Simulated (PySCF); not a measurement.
# SiBi+: bond curves at several levels of theory

The task here is to estimate one member of a computed series from the others.

Computed with PySCF 2.14.0. Level: Si cc-pV(D+d)Z, Bi cc-pVDZ-PP with ECP60, scalar-relativistic core potentials.

The first run:

A driver script around PySCF takes these settings:

- atoms: Si, Bi
- charge: 1
- basis: Si cc-pV(D+d)Z, Bi cc-pVDZ-PP with ECP60
- Hamiltonian: scalar-relativistic core potentials
- basis functions: 46
- electrons treated: 36
- masses in u: 27.9769, 208.9804
- levels: PBE0, PBE, r²SCAN, PW91, BLYP, TPSSh, HSE06, HF, MP2, SCS-MP2, CCSD, CCSD(T)
- grid: 80 radial by 434 angular points
- occupations: held fixed by the projection of orbital angular momentum
- dissociation limit: Si + Bi+, each in its ground configuration
- starting distance in angstrom: 2.675
- values of 2S to try: 0, 2, 4

On the command line:

```sh
$ OMP_NUM_THREADS=1 python dia.py task.json out
```

Among the steps run: Set-up; The PBE0 curve of the state that the search chose; Other states along the same grid; PBE (GGA); r²SCAN (meta-GGA); PW91 (GGA); BLYP (GGA); TPSSh; HSE06 (range-separated hybrid); UHF (mean field); Correlated methods on the Hartree–Fock reference.

One of the session's tables, all rows but one given; the rest of the session is left out.

It belongs to the step «The curves together». Energy (eV) from each level's lowest point:

| R (Å) | UHF | UHF-MP2 | UHF-SCS-MP2 | UHF-CCSD | UHF-CCSD(T) |
| --- | --- | --- | --- | --- | --- |
| 2.248 | 0.967 | 1.020 | 1.038 | n/a | n/a |
| 2.353 | 0.420 | 0.444 | 0.462 | 0.503 | 0.529 |
| 2.457 | 0.128 | 0.130 | 0.145 | 0.173 | 0.188 |
| 2.536 | 0.028 | 0.022 | 0.032 | 0.048 | 0.055 |
| 2.614 | 0.000 | 0.000 | 0.000 | 0.000 | 0.000 |
| 2.692 | 0.023 | 0.046 | 0.033 | 0.010 | 0.004 |
| 2.797 | 0.103 | 0.186 | 0.152 | 0.089 | 0.076 |
| 2.928 | ? | ? | ? | ? | ? |
| 3.084 | 0.398 | 0.773 | 0.698 | 0.504 | 0.486 |
| 3.294 | 0.572 | 1.145 | 1.061 | n/a | n/a |

Q: Estimate the row for R (Å) = 2.928 from the others.

Worked estimate for «UHF». A straight line through the neighbours (2.797, 0.103) and (3.084, 0.398) gives 0.103 + (0.398 − 0.103) × (2.928 − 2.797) / (3.084 − 2.797) = 0.238; a parabola fitted to 4 rows on both sides gives 0.244.

**Answer.** UHF: 0.238; UHF-MP2: 0.440; UHF-SCS-MP2: 0.381; UHF-CCSD: 0.253; UHF-CCSD(T): 0.236. In «UHF» the line misses by 0.000 and the parabola by +0.006.
